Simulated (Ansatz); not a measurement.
# C2H4BClO: the cost of one run

Computed with Ansatz 0.2.0, Gaussian basis. Level: the settings change from run to run.

### Step 1. The geometry

The geometry comes from an earlier relaxation with PBE0-D4 in a triple-zeta def2 set; it is a stationary point, not always the lowest conformer.

SMILES `OB1CC1Cl`, 9 atoms, charge 0, spin multiplicity 1.

Atoms are counted from 1 here; the program's logs count them from 0.

Bond lengths: O1–B2 1.334 Å, O1–H6 0.962 Å, B2–C3 1.519 Å, B2–C4 1.528 Å, C3–C4 1.558 Å, C3–H7 1.086 Å, C3–H8 1.088 Å, C4–Cl5 1.764 Å, C4–H9 1.084 Å. Angles: B2–O1–H6 113.4°, O1–B2–C3 147.7°, O1–B2–C4 149.9°, C3–B2–C4 61.5°, B2–C3–C4 59.5°, B2–C3–H7 124.7°, B2–C3–H8 117.5°, C4–C3–H7 114.7°, C4–C3–H8 116.8°, H7–C3–H8 112.8°, B2–C4–C3 58.9°, B2–C4–Cl5 120.5°, B2–C4–H9 123.1°, C3–C4–Cl5 118.8°, C3–C4–H9 114.8°, Cl5–C4–H9 111.0°.

### Step 2. B3LYP/cc-pVTZ

This run has multiplicity 3, restricted open-shell orbitals, atoms shaken by 0.08 Å, D3(BJ) dispersion, the search for lower states set to full.

in.yaml

```yaml
crystal:
  periodic: [false, false, false]
  atoms:
    - {symbol: O, position_ang: [-1.178751, 0.891078, -1.398613]}
    - {symbol: B, position_ang: [-0.379255, 0.347987, -0.583775]}
    - {symbol: C, position_ang: [0.556447, -0.936766, -0.282841]}
    - {symbol: C, position_ang: [0.227082, 0.229671, 0.930196]}
    - {symbol: Cl, position_ang: [1.343980, 1.143657, 1.522384]}
    - {symbol: H, position_ang: [-1.544249, 1.666652, -1.116980]}
    - {symbol: H, position_ang: [0.316096, -2.039699, -0.093839]}
    - {symbol: H, position_ang: [1.533681, -0.741385, -0.627319]}
    - {symbol: H, position_ang: [-0.349513, -0.388932, 1.792427]}
basis:
  gaussian: {orbitals: cc-pVTZ}
magnetization: {spin_polarized: false, initial_magnetization: 2}
hamiltonian: {xc: {name: B3LYP}, dispersion: d3bj}
scf: {lower_state_search: full}
```

Launch:

```
> ansatz run in.yaml --threads 2 --pin off --events-out ev --progress --plain --max-ram 4352MiB
```

What time and memory should one allow on 2 threads of Arm Neoverse V1, shared host?

About 61 s, with a peak of 0.8 GiB.
